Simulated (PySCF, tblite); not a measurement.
# C9H5FOS: excited states

What do calculations give for the excited states of C9H5FOS (`Fc1cccc2ccc(=S)oc12`)?

Computed with tblite 0.8.0 and PySCF 2.14.0 and routines of our own; the level stands in each step. Atoms count from 0.

## Step 1: The starting structure

17 atoms, charge 0, multiplicity 1; geometry from: force field or distance geometry start.

## Step 2: Geometry optimisation with GFN2-xTB

The job: settings as JSON, then the geometry in Å.

```
{"job": {"kind": "relax", "xc": "GFN2-xTB", "basis": "xTB"}, "charge": 0, "multiplicity": 1}
F     -1.414500    -2.498200    -1.045900
C     -1.302300    -1.260500    -0.538800
C     -2.432100    -0.540700    -0.217200
C     -2.319400     0.752900     0.308800
C     -1.052100     1.292400     0.551700
C      0.093900     0.560300     0.230800
C      1.435000     1.096700     0.449700
C      2.510000     0.359200     0.144600
C      2.371000    -1.000600    -0.425500
S      3.614800    -2.012200    -0.850900
O      1.088900    -1.493600    -0.632300
C     -0.042200    -0.721100    -0.301200
H     -3.424200    -0.971800    -0.390800
H     -3.206200     1.318200     0.557800
H     -0.977800     2.303500     0.966000
H      1.541400     2.089900     0.883000
H      3.508700     0.737500     0.300300
```

Run with:

```sh
$ OMP_NUM_THREADS=1 python excited_run.py task.json out
```

The driver reads the jobs from task.json and runs them one after another.

Output:

```text
step      E/eV     max force
  0    -920.84208    2.108
  1    -920.96816    0.702
  2    -921.00271    0.527
  3    -921.02441    0.336
  4    -921.03333    0.225
  5    -921.03698    0.159
  6    -921.03959    0.167
  7    -921.04216    0.157
  8    -921.04396    0.096
  9    -921.04491    0.064
 10    -921.04529    0.036
 11    -921.04545    0.025
 12    -921.04553    0.022
 13    -921.04559    0.019
 14    -921.04564    0.017
 15    -921.04568    0.016
 16    -921.04570    0.014
 17    -921.04573    0.012
 18    -921.04575    0.011
 19    -921.04576    0.007
```

It took 0.28 s on 1 thread of Arm Neoverse N1, shared host.

Along the way:

```
step  energy from step 0 (eV)  largest force (eV/Å)
   0                   0.0000                2.1082
   1                  -0.1261                0.7025
   2                  -0.1606                0.5269
   3                  -0.1823                0.3362
   4                  -0.1912                0.2247
   5                  -0.1949                0.1595
   6                  -0.1975                0.1672
   7                  -0.2001                0.1570
   8                  -0.2019                0.0958
   9                  -0.2028                0.0644
  10                  -0.2032                0.0355
  11                  -0.2034                0.0250
  12                  -0.2034                0.0218
  13                  -0.2035                0.0191
  14                  -0.2036                0.0166
  15                  -0.2036                0.0164
  16                  -0.2036                0.0139
  17                  -0.2037                0.0124
  18                  -0.2037                0.0112
  19                  -0.2037                0.0073
```

Distances of close pairs at the start and the end, largest changes first:

```
   bond  before (Å)  after (Å)  change (Å)
O10–C11       1.409      1.350      -0.059
  C7–C8       1.481      1.431      -0.050
 C8–O10       1.389      1.352      -0.037
  C5–C6       1.461      1.436      -0.025
  C3–C4       1.399      1.378      -0.021
  C8–S9       1.659      1.639      -0.020
 C2–H12       1.096      1.078      -0.017
 C4–H14       1.095      1.079      -0.016
```

The end geometry stands in the next job.

## Step 3: Harmonic vibrations with GFN2-xTB

The job: settings as JSON, then the geometry in Å.

```
{"job": {"kind": "ir", "xc": "GFN2-xTB", "basis": "xTB"}, "charge": 0, "multiplicity": 1}
F     -1.395041    -2.482262    -1.039959
C     -1.282897    -1.249473    -0.523095
C     -2.421281    -0.532532    -0.218229
C     -2.307094     0.745363     0.316736
C     -1.064317     1.294604     0.544073
C      0.096124     0.577690     0.240603
C      1.421679     1.087710     0.453150
C      2.489519     0.327538     0.131288
C      2.322369    -0.982973    -0.419453
S      3.583496    -1.947877    -0.825352
O      1.072651    -1.458592    -0.617526
C     -0.009468    -0.715296    -0.302396
H     -3.385022    -0.979733    -0.402081
H     -3.198916     1.303802     0.553048
H     -0.968319     2.285970     0.959010
H      1.534739     2.076857     0.870061
H      3.504781     0.661232     0.270213
```

Output:

```text
mode    cm-1     km/mol
  1      66.6      0.79
  2     134.8      0.19
  3     168.0      0.74
  4     186.0      3.15
  5     271.3      0.10
  6     298.1      5.62
  7     345.8      1.03
  8     363.2      0.11
  9     470.3      3.02
 10     487.2      0.23
 11     490.6      2.61
 12     516.2      0.71
 13     522.9      0.54
 14     606.4      6.73
 15     645.5      1.55
 16     693.7      6.20
 17     712.8     15.19
 18     792.9      9.37
 19     831.1      3.65
 20     833.2     50.65
 21     884.1      8.93
 22     890.3      0.13
 23     917.4      0.36
 24     922.2      0.05
 25    1035.6     89.67
 26    1091.8     16.22
 27    1122.2     60.22
 28    1176.0     10.08
 29    1181.0     26.40
 30    1196.6    133.16
 31    1218.7     36.49
 32    1229.7     50.10
 33    1261.6     46.80
 34    1341.4     27.27
 35    1368.5     31.56
 36    1428.4     63.11
 37    1463.9     21.85
 38    1546.5     96.78
 39    1578.6     12.30
 40    1592.3     10.78
 41    3090.3     10.08
 42    3098.2      5.73
 43    3108.1     17.53
 44    3118.4      5.79
 45    3121.5      1.32
```

It took 1.3 s on 1 thread of Arm Neoverse N1, shared host.

The strongest bands and the atoms that carry them (share of the mass-weighted mode):

```
cm⁻¹  km/mol                                   atoms
 833    50.6   H15 25 %, H16 24 %, C6 11 %, H12 11 %
1036    89.7    C11 17 %, H16 12 %, C6 12 %, F0 12 %
1122    60.2  H15 20 %, H12 15 %, H14 13 %, H16 13 %
1197   133.2   C8 25 %, O10 18 %, C11 12 %, H14 11 %
1230    50.1    C8 18 %, H13 15 %, C11 14 %, C5 14 %
1262    46.8                        C1 18 %, C5 16 %
1428    63.1              C5 29 %, C11 23 %, C1 18 %
1546    96.8     C6 16 %, C2 16 %, C3 15 %, C11 15 %
```

## Step 4: Excited states: TDA B3LYP/def2-SVP

Settings changed since step 3:

```diff
@@ -1,2 +1,2 @@
-{"job": {"kind": "ir", "xc": "GFN2-xTB", "basis": "xTB"}, "charge": 0, "multiplicity": 1}
+{"job": {"kind": "states", "xc": "B3LYP", "basis": "def2-SVP", "tda": true, "soc": true, "nstates": 6, "ntriplets": 6, "nquad": 4}, "charge": 0, "multiplicity": 1}
 F     -1.395041    -2.482262    -1.039959
```

With the program's defaults for keys left out, this is: TDA B3LYP/def2-SVP excited states, vertical, gas phase, spin-orbit mean-field couplings.

Output:

```text
coarse grid: 16672 points
cycle   1  E = -918.4491016572  dE =  2.390e+00  |g| = 7.485e-01  |ddm| = 5.751e+00
cycle   2  E = -918.1824090683  dE =  2.667e-01  |g| = 1.276e+00  |ddm| = 2.655e+00
cycle   3  E = -918.5549829992  dE = -3.726e-01  |g| = 2.783e-01  |ddm| = 1.993e+00
cycle   4  E = -918.5748247485  dE = -1.984e-02  |g| = 1.075e-01  |ddm| = 5.058e-01
cycle   5  E = -918.5774653813  dE = -2.641e-03  |g| = 2.911e-02  |ddm| = 1.434e-01
cycle   6  E = -918.5776548639  dE = -1.895e-04  |g| = 6.604e-03  |ddm| = 4.202e-02
cycle   7  E = -918.5776645791  dE = -9.715e-06  |g| = 2.156e-03  |ddm| = 1.049e-02
final grid: 162296 points
cycle   8  E = -918.7113214250  dE = -3.630e-05  |g| = 7.397e-03  |ddm| = 5.078e-02
cycle   9  E = -918.7112893225  dE =  3.210e-05  |g| = 1.292e-02  |ddm| = 2.637e-02
cycle  10  E = -918.7113350099  dE = -4.569e-05  |g| = 1.691e-03  |ddm| = 1.960e-02
cycle  11  E = -918.7113358428  dE = -8.329e-07  |g| = 4.695e-04  |ddm| = 2.684e-03
cycle  12  E = -918.7113358892  dE = -4.639e-08  |g| = 1.639e-04  |ddm| = 7.193e-04
cycle  13  E = -918.7113358945  dE = -5.386e-09  |g| = 7.396e-05  |ddm| = 2.854e-04
cycle  14  E = -918.7113358959  dE = -1.356e-09  |g| = 2.087e-05  |ddm| = 1.086e-04
cycle  15  E = -918.7113358960  dE = -1.221e-10  |g| = 5.966e-06  |ddm| = 3.206e-05
converged SCF energy = -918.7113358960

Singlet excitations
state   eV       nm        f     d(h-e)  d(exc)  Lambda  PR(NTO)  |dmu|/D   mu/D   main configurations
  1   2.3594   525.5   0.00002   2.302   3.596   0.380   1.001    4.305    1.990   H->L 0.97
  2   3.7632   329.5   0.21336   1.711   3.968   0.768   1.079    2.704    3.035   H-1->L 0.78, H-1->L+1 0.13
  3   3.8920   318.6   0.00000   3.515   4.552   0.277   1.000    6.811    3.310   H->L+1 0.95
  4   4.2054   294.8   0.02267   1.795   4.128   0.642   1.396    4.186    8.820   H-2->L 0.80, H-1->L+1 0.13
  5   4.7445   261.3   0.00003   4.776   5.367   0.179   1.000                     H->L+2 0.97
  6   4.8405   256.1   0.27849   0.049   4.229   0.706   1.658                     H-1->L+1 0.42, H-3->L 0.20, H-2->L+1 0.17

Triplet excitations (Tamm-Dancoff)
state   eV     d(h-e)  d(exc)  Lambda  PR(NTO)   main configurations
  1   2.0282   2.101   3.434   0.376   1.001   H->L 0.94
  2   2.1557   0.793   3.374   0.786   1.034   H-1->L 0.95
  3   3.3738   1.026   3.478   0.654   1.386   H-2->L 0.75, H-1->L+1 0.13
  4   3.6355   0.745   3.608   0.715   1.514   H-1->L+1 0.69, H-2->L 0.17
  5   3.7960   3.575   4.573   0.280   1.001   H->L+1 0.91
  6   4.3476   0.780   3.289   0.684   1.661   H-1->L+2 0.41, H-2->L+1 0.24, H-2->L+2 0.14
S1 - T1 = 0.3312 eV

Spin-orbit couplings |<S|Hso|T>| (cm-1)
             T1       T2       T3       T4       T5       T6
S0      132.749    0.349    0.081    0.073   57.524    0.258
S1        0.663  124.523   17.299   17.884    0.669   19.266
S2       96.105    0.141    0.131    0.240   72.292    0.051
S3        0.571    4.343   39.526   93.875    0.454   10.435
S4        9.713    0.023    0.011    0.035   39.784    0.023
S5        0.213    3.569    1.925    2.085    0.289   66.904
S6       20.421    0.071    0.024    0.037   80.623    0.158
T1 sublevels (cm-1): 0.000 0.002 15.444   radiative rates (1/s): 0.00158 18.6 1.45e+04
```

Wall time 85 s (1 thread of Arm Neoverse N1, shared host); peak memory 0.86 GiB.

In short:

```
  quantity    value
S1 less T1  0.33 eV
```

## Step 5: What came out

| quantity | value |
| --- | --- |
| strongest single infrared mode (GFN2-xTB) | 1197 cm⁻¹, 133 km/mol |
| zero-point energy (GFN2-xTB) | 70.6 kcal/mol |
| S1 less T1 (step 4, TDA B3LYP/def2-SVP) | 0.33 eV |

**Reading.** All 45 modes are real, so the xTB geometry is a minimum. The strongest single mode, at 1197 cm⁻¹, is spread over many atoms; the largest shares are those of C8, O10. Unscaled tight-binding wavenumbers are off by several per cent, some by more. Its intensities can rank the bands wrongly. In step 4, the number of triplets below S1 is 2, and the largest singlet-triplet spin-orbit coupling is S0–T1, 132.75 cm⁻¹.
